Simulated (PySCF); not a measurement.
# H10OSi4: the cost of one run

Programs: PySCF 2.14.0, with routines of our own; each step states its level. All values are computed. Atoms count from 0.

### Step 1. The system as given

15 atoms, charge 0, multiplicity 1; geometry from: GFN2-xTB.

### Step 2. Optimising the geometry at PBE0-D3(BJ)/def2-SVP

Job settings and geometry (Å):

```
{"job": {"xc": "PBE0", "basis": "def2-SVP", "d3": "d3bj", "grid": 1, "kind": "geom"}, "charge": 0, "multiplicity": 1}
Si    -3.213560    -0.420033     0.130393
O     -1.974220     0.475471    -0.388224
Si    -0.506660     0.980325    -0.869284
Si     1.060280    -0.627407    -0.322166
Si     3.227727     0.131052    -0.034341
H     -3.151804    -0.420997     1.591309
H     -3.045318    -1.766110    -0.415723
H     -4.412884     0.238332    -0.380175
H     -0.341262     2.266462    -0.181930
H     -0.665624     1.242893    -2.303928
H      1.077143    -1.696320    -1.342428
H      0.654051    -1.365802     0.891272
H      4.012677    -0.673459     0.904113
H      3.995776     0.138159    -1.282378
H      3.279264     1.505424     0.475921
```

Command:

```bash
$ OMP_NUM_THREADS=1 python excited_run.py task.json out
```

The driver reads the jobs from task.json and runs them one after another.

Q: Estimate the wall time and peak memory of this first job on 1 thread of Intel Xeon 6975P-C, shared host.

About 44 s, with a peak of 0.58 GiB.
